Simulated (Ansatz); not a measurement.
# H6C2O: the cost of one run

Method: DFT LDA, plane waves, PAW, scalar-relativistic, no spin polarisation, in Ansatz 0.2.0.

## (1) The starting structure

The cell holds 36 atoms (C8H24O4): a = 7.294 Å, b = 7.294 Å, c = 7.294 Å, α = 90.00°, β = 90.00°, γ = 90.00°.

The coordinates stand in the first input below.

## (2) Preparing the start

Input file input.yaml:

```yaml
crystal:
  lattice:
    - [7.293633, 0.0, 0.0]
    - [0.0, 7.293633, 0.0]
    - [0.0, 0.0, 7.293633]
  atoms:
    - { symbol: C, position: [0.865017, 0.5866459, 0.3836167] }
    - { symbol: C, position: [0.7940801, 0.6055748, 0.1897587] }
    - { symbol: O, position: [0.6035027, 0.6479845, 0.2020896] }
    - { symbol: H, position: [0.5567297, 0.6604061, 0.0780196] }
    - { symbol: H, position: [0.8689758, 0.7145961, 0.1175022] }
    - { symbol: H, position: [0.8159211, 0.4772758, 0.1137434] }
    - { symbol: H, position: [1.0113087, 0.5539432, 0.3835028] }
    - { symbol: H, position: [0.8442394, 0.7145774, 0.4585021] }
    - { symbol: H, position: [0.7912476, 0.4775385, 0.4547477] }
    - { symbol: C, position: [0.3030437, 0.6792, 0.8184237] }
    - { symbol: C, position: [0.1691156, 0.567583, 0.7062801] }
    - { symbol: O, position: [0.2746383, 0.4511483, 0.5897541] }
    - { symbol: H, position: [0.1896065, 0.3788434, 0.5171114] }
    - { symbol: H, position: [0.0801992, 0.4866107, 0.797128] }
    - { symbol: H, position: [0.08052, 0.6587968, 0.6253674] }
    - { symbol: H, position: [0.2302041, 0.7717955, 0.9111125] }
    - { symbol: H, position: [0.3901108, 0.5883937, 0.8995378] }
    - { symbol: H, position: [0.3904313, 0.7603755, 0.7279808] }
    - { symbol: C, position: [0.7232546, 0.0840585, 0.2672692] }
    - { symbol: C, position: [0.5340953, 0.1684014, 0.2760056] }
    - { symbol: O, position: [0.405325, 0.0241249, 0.2464605] }
    - { symbol: H, position: [0.2832712, 0.0771271, 0.2518477] }
    - { symbol: H, position: [0.5123806, 0.233348, 0.4102681] }
    - { symbol: H, position: [0.5201082, 0.2754769, 0.1708619] }
    - { symbol: H, position: [0.8287568, 0.1883032, 0.2890189] }
    - { symbol: H, position: [0.7372339, -0.021428, 0.3725458] }
    - { symbol: H, position: [0.7449523, 0.0206509, 0.1334236] }
    - { symbol: C, position: [0.813713, 0.0299436, 0.7170012] }
    - { symbol: C, position: [0.651803, 0.1590424, 0.7264849] }
    - { symbol: O, position: [0.4902715, 0.0487114, 0.7287323] }
    - { symbol: H, position: [0.385439, 0.1306164, 0.734822] }
    - { symbol: H, position: [0.6605734, 0.2442664, 0.8504847] }
    - { symbol: H, position: [0.6521869, 0.2515959, 0.6075324] }
    - { symbol: H, position: [0.9425048, 0.1066174, 0.7148686] }
    - { symbol: H, position: [0.8137101, -0.0610655, 0.8358428] }
    - { symbol: H, position: [0.8053335, -0.0537447, 0.5931787] }
basis:
  ecutwfc: 420.0
kpoints:
  mp_grid: { grid: [1, 1, 1] }
hamiltonian:
  xc: lda
scf:
  occupations: { method: fermi_dirac, width: 0.05 }
  lower_state_search: "off"
relax:
  f_tol: 0.3
  max_steps: 15
  adjacent_minimum: "off"
```

Started as:

```console
ansatz run input.yaml --threads 1 --pin off --max-ram 3072MiB --backend cpu --events-out ev --progress --plain --runs-dir out
```

What time and memory should one allow on 1 thread of AMD EPYC 7R43 (Zen 3), shared host?

About 14 s, with a peak of 0.44 GiB.
